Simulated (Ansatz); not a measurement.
# C4H3Se: the cost of one run

The runs use Ansatz 0.2.0, Gaussian basis; the settings change from run to run.

### 1 The relaxed structure

The geometry comes from an earlier relaxation with PBE0-D4 in a triple-zeta def2 set; it is a stationary point, not always the lowest conformer.

8 atoms, charge 0, spin multiplicity 2.

Atoms are counted from 1 here; the program's logs count them from 0.

Bond lengths: C1–C2 1.344 Å, C1–Se5 1.839 Å, C2–C3 1.434 Å, C2–H6 1.082 Å, C3–C4 1.356 Å, C3–H7 1.084 Å, C4–Se5 1.867 Å, C4–H8 1.080 Å. Angles: C2–C1–Se5 115.5°, C1–C2–C3 111.6°, C1–C2–H6 124.7°, C3–C2–H6 123.7°, C2–C3–C4 115.6°, C2–C3–H7 122.1°, C4–C3–H7 122.3°, C3–C4–Se5 111.8°, C3–C4–H8 127.8°, Se5–C4–H8 120.5°, C1–Se5–C4 85.5°.

### 2 PBEsol/6-31G

Set apart from the defaults: multiplicity 4, D4 dispersion, the search for lower states set to full.

File in.yaml:

```yaml
crystal:
  periodic: [false, false, false]
  atoms:
    - {symbol: C, position_ang: [-0.811170, 1.421505, 0.171153]}
    - {symbol: C, position_ang: [0.368209, 0.941186, 0.600757]}
    - {symbol: C, position_ang: [0.593935, -0.397322, 0.138333]}
    - {symbol: C, position_ang: [-0.392074, -0.927054, -0.627735]}
    - {symbol: Se, position_ang: [-1.802096, 0.272385, -0.868115]}
    - {symbol: H, position_ang: [1.067512, 1.488929, 1.219232]}
    - {symbol: H, position_ang: [1.494114, -0.947841, 0.385889]}
    - {symbol: H, position_ang: [-0.426129, -1.908988, -1.075212]}
basis:
  gaussian: {orbitals: 6-31G}
magnetization: {spin_polarized: true, initial_magnetization: 3}
hamiltonian: {xc: {name: PBEsol}, dispersion: d4}
scf: {lower_state_search: full}
```

Started as:

```bash
> ansatz run in.yaml --threads 4 --pin off --events-out ev --progress --plain --max-ram 10444MiB
```

**Question.** How long does this run take on 4 threads of Arm Neoverse V2, shared host, and how much memory does it need?

About 4.9 s, with a peak of 0.43 GiB.
